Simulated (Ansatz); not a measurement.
**B2H6S2: basis-set convergence**

How large a basis does B2H6S2 need? Two functionals are run in growing sets.

The runs use Ansatz 0.2.0, Gaussian basis; one geometry, several basis sets.

Levels to be run: PBE0-D4/def2-SVP; ωB97M-V/def2-SVP; PBE0-D4/def2-QZVPP; ωB97M-V/def2-QZVPP; the functionals' def2-TZVPP values are taken from earlier runs.

**1. The relaxed structure**

All runs share one geometry, relaxed beforehand with PBE0-D4 in a triple-zeta def2 set.

SMILES `[BH2-]1[SH+][BH2-][SH+]1`, 10 atoms, charge 0, spin multiplicity 1.

Atoms are counted from 1 here; the program's logs count them from 0.

Bond lengths: B1–S2 1.961 Å, B1–S4 1.961 Å, B1–H5 1.195 Å, B1–H6 1.198 Å, S2–B3 1.961 Å, S2–H7 1.346 Å, B3–S4 1.961 Å, B3–H8 1.195 Å, B3–H9 1.198 Å, S4–H10 1.346 Å. Angles: S2–B1–S4 96.7°, S2–B1–H5 114.0°, S2–B1–H6 105.9°, S4–B1–H5 114.0°, S4–B1–H6 105.9°, H5–B1–H6 117.9°, B1–S2–B3 80.4°, B1–S2–H7 98.6°, B3–S2–H7 98.6°, S2–B3–S4 96.7°, S2–B3–H8 114.0°, S2–B3–H9 105.9°, S4–B3–H8 114.0°, S4–B3–H9 105.9°, H8–B3–H9 117.9°, B1–S4–B3 80.4°, B1–S4–H10 98.6°, B3–S4–H10 98.6°.

**2. PBE0-D4 in def2-SVP**

in.yaml

```yaml
crystal:
  periodic: [false, false, false]
  atoms:
    - {symbol: B, position_ang: [-0.594408, 1.014351, -0.540947]}
    - {symbol: S, position_ang: [-0.927133, -0.914164, -0.668818]}
    - {symbol: B, position_ang: [0.179444, -0.879376, 0.949979]}
    - {symbol: S, position_ang: [0.947441, 0.902673, 0.665891]}
    - {symbol: H, position_ang: [-0.355457, 1.537622, -1.588846]}
    - {symbol: H, position_ang: [-1.492587, 1.459082, 0.115124]}
    - {symbol: H, position_ang: [0.031397, -1.224615, -1.560659]}
    - {symbol: H, position_ang: [0.990426, -1.755945, 1.004170]}
    - {symbol: H, position_ang: [-0.583688, -0.765106, 1.866227]}
    - {symbol: H, position_ang: [1.887465, 0.574277, -0.239123]}
basis:
  gaussian: {orbitals: def2-SVP}
hamiltonian: {xc: pbe0, dispersion: d4}
output: {orbitals: {seedname: orbitals}}
```

After this run come: ωB97M-V in def2-SVP; PBE0-D4 in def2-QZVPP; ωB97M-V in def2-QZVPP.

Q: Predict the results of all the runs planned. Wanted: PBE0-D4: double and triple zeta above quadruple; ωB97M-V: double and triple zeta above quadruple.

As calculated:

| quantity | value |
| --- | --- |
| PBE0-D4: double and triple zeta above quadruple | 9.77, 0.75 eV |
| ωB97M-V: double and triple zeta above quadruple | 9.82, 0.70 eV |

What this shows: For PBE0-D4 the step from double to triple zeta gains 9.03 eV and the next only 0.75 eV. Total energies overstate the basis error of differences, where much of it tends to cancel. The LUMO of ωB97M-V is positive and keeps falling with the basis (2.01 to 1.04 eV): an unbound level that the basis holds in place.
